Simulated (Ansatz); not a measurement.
This was printed by a script on Ansatz 0.2.0 through its Python package, for a projected density of states of SrIr₂, space group Fd-3m. What did the script look like? Settings: PBEsol, PAW, cutoff 653 eV, 5×5×5 k-points, Fermi-Dirac smearing of 0.01 eV.

```xyz
6
Lattice="0.0000 3.8500 3.8500 3.8500 0.0000 3.8500 3.8500 3.8500 0.0000" Properties=species:S:1:pos:R:3 pbc="T T T"
Sr    0.0000    0.0000    0.0000
Sr    1.9250    1.9250    1.9250
Ir    4.8125    4.8125    4.8125
Ir    4.8125    2.8875    2.8875
Ir    2.8875    2.8875    4.8125
Ir    2.8875    4.8125    2.8875
```

`python srir2_pdos.py` gives:
```text
E-EF      Sr 4S    Sr 5S    Sr 4P    Ir 5S    Ir 6S    Ir 5P    Ir 5D
 -6.0     0.001    0.011    0.017    0.004    0.527    0.009    0.376
 -5.5     0.000    0.000    0.000    0.000    0.000    0.000    0.000
 -5.0     0.009    0.076    0.028    0.004    1.576    0.019    3.318
 -4.5     0.019    0.198    0.019    0.003    0.536    0.009    2.996
 -4.0     0.042    0.673    0.082    0.006    0.986    0.035    6.556
 -3.5     0.008    0.218    0.052    0.001    0.435    0.016    5.838
 -3.0     0.005    0.197    0.101    0.001    0.607    0.017    6.427
 -2.5     0.001    0.091    0.065    0.001    0.292    0.018    6.756
 -2.0     0.007    0.543    0.106    0.002    1.462    0.036    7.189
 -1.5     0.001    0.098    0.070    0.002    0.881    0.020    8.547
 -1.0     0.000    0.069    0.027    0.001    0.366    0.005    4.525
 -0.5     0.000    0.070    0.022    0.002    0.411    0.007   12.968
  0.0     0.000    0.016    0.009    0.001    0.189    0.005    8.677
  0.5     0.000    0.003    0.001    0.000    0.046    0.002    1.845
  1.0     0.001    0.108    0.002    0.003    0.114    0.002    1.455
  1.5     0.000    0.146    0.002    0.003    0.095    0.002    0.592
  2.0     0.024    0.918    0.019    0.002    0.173    0.006    0.722
  2.5     0.021    0.556    0.011    0.002    0.054    0.002    0.538
  3.0     0.000    0.001    0.001    0.001    0.105    0.000    0.662
  3.5     0.002    0.042    0.002    0.005    0.375    0.001    1.189
  4.0     0.002    0.055    0.008    0.009    0.726    0.001    1.148
  4.5     0.000    0.014    0.002    0.002    0.182    0.001    0.346
  5.0     0.000    0.002    0.000    0.000    0.008    0.000    0.008
  5.5     0.012    0.196    0.003    0.001    0.014    0.001    0.114
  6.0     0.004    0.080    0.001    0.000    0.013    0.000    0.169
```

One script that gives this output:

`srir2_pdos.py`:
```python
# -*- coding: utf-8 -*-
"""Which atoms and shells make the states of SrIr2."""

import ansatz as az
import numpy as np


def main():
    vectors = np.array([
        [0.0, 3.85, 3.85],
        [3.85, 0.0, 3.85],
        [3.85, 3.85, 0.0],
    ])
    structure = (
        az.Lattice.of(vectors)
        .atom("Sr", [0.0, 0.0, 0.0])
        .atom("Sr", [0.25, 0.25, 0.25])
        .atom("Ir", [0.625, 0.625, 0.625])
        .atom("Ir", [0.125, 0.625, 0.625])
        .atom("Ir", [0.625, 0.625, 0.125])
        .atom("Ir", [0.625, 0.125, 0.625])
    )

    base = (
        structure.calculation()
        .functional("pbesol")
        .accuracy("low")
        .kpoints(5)
        .basis(24 * az.Ha)
        .scf(tolerance=1e-09, lower_state_search="standard")
        .occupations("fermi_dirac", width=0.01)  # smearing steadies the SCF of a metal
        .scf(extra_bands=18)
        .density_of_states(projected=True, energy_step=0.1)  # states per eV and cell
    )
    done = base.run(threads=1)
    report = done.report

    dos = done.density_of_states()
    energy = np.asarray(dos.energies_ev) - dos.fermi_ev
    curves = {}
    for site in done.projected_density_of_states().sites:
        for shell in site.shells:
            weight = sum(np.sum(curve.g_bin_mean_per_ev, axis=0) for curve in shell.curves)
            name = f"{site.species} {shell.label}"
            curves[name] = curves.get(name, 0) + weight

    print("E-EF   " + " ".join(f"{name:>8s}" for name in curves))
    for e in np.arange(-6, 6 + 0.1, 0.5):
        print(f"{e:5.1f}  " + " ".join(f"{np.interp(e, energy, g):8.3f}" for g in curves.values()))


if __name__ == "__main__":
    main()
```

Notes:
- The settings weren't tested for convergence.
- The run is spin-unpolarised.
- For a metal this k-point mesh is coarse: on a finer one energies can move by several to tens of meV an atom and pressures by half a GPa or more, differences at one mesh by less.
- The empty d shell of the heavier alkali and alkaline-earth atoms, which makes much of a conduction band, may have no channel.
- Of the deposited cell: the entry's cell lengths or inner coordinates differ somewhat from later room-temperature determinations.
- Spin-orbit coupling, which matters for elements this heavy, is left out.
- The starting cell is as deposited in a crystallographic database; the results hold for this polymorph, which needn't be the stable one.
- Curves are summed over the cell's atoms. Only shells that the potentials hold have channels, so projections don't add up to the total, least of all where a shell is missing (p of most metals); heights and places of peaks move with the mesh.
- The density of states is complete only as far up as bands were computed.
- Timing: 6.9 s on 1 thread of Arm Neoverse V2, with other jobs on the host, peak memory 0.52 GiB.

(A comment or docstring line of the script was reworded after the run, the code is as it ran; lines on the test bed's own set-up are left out of the output.)
